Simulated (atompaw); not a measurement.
# Cu: the cost of one run

The numbers are computed with atompaw 4.2.0.5 (LDA (PW92), scalar-relativistic, spin-unpolarised reference atom).

## 1. Starting point

Typed settings, in words:

| Item | Value |
| --- | --- |
| element | copper (Cu, Z = 29) |
| type | PAW |
| frozen core | [Ar] |
| valence charge | 11 |
| reference configuration | 3d10 4s1 4p0 |
| partial waves | 4s (bound): rc 2.35 bohr; 4s channel at 0.75 Ry: rc 2.35 bohr; 4p (bound, empty): rc 2.35 bohr; 4p channel at 1.8 Ry: rc 2.35 bohr; 3d (bound): rc 1.15 bohr; 3d channel at 0.05 Ry: rc 1.15 bohr |
| local potential | bessel scheme, radius 1.90 bohr |
| core correction | smooth core density matched at 1.90 bohr |
| augmentation charge | sinc compensation charge, radius 1.85 bohr; PAW radius 2.35 bohr; waves and projectors: custom rrkj vanderbiltortho |

The nodes and maxima of the atom's own shells, from an earlier all-electron run, set the scale for the radii.

All-electron outer shells of the reference configuration (LDA (PW92), scalar-relativistic, ld1.x):

```
shell  level (eV)  outermost node (bohr)  outermost maximum (bohr)
   3s     -114.15                   0.29                      0.61
   3p      -72.03                   0.26                      0.62
   3d       -5.32                      –                      0.60
   4s       -4.86                   0.89                      2.24
   4p       -0.78                   0.98                      3.52
```

## 2. Generating the potential

The input, Cu.input:

```
Cu 29
LDA-PW scalarrelativistic loggrid 1500 logderivrange -2 5 176
4 4 3 0 0 0
4 0 1
4 1 0
0 0 0
c
c
c
v
c
c
v
v
2
2.35 1.85 1.90 1.90
y
0.75
n
y
1.8
n
y
0.05
n
custom rrkj vanderbiltortho sinc
bessel
2.35
2.35
2.35
2.35
1.15
1.15
PWSCFOUT
UPFDX 0.0125d0 UPFXMIN -7.d0 UPFZMESH 29.d0
END
```

Started as:

```console
$ atompaw < Cu.input > Cu.log
```

**Question.** How long does this run take on 1 thread of Intel Xeon Platinum 8175M at 2.50GHz, shared host?

About 13 s.
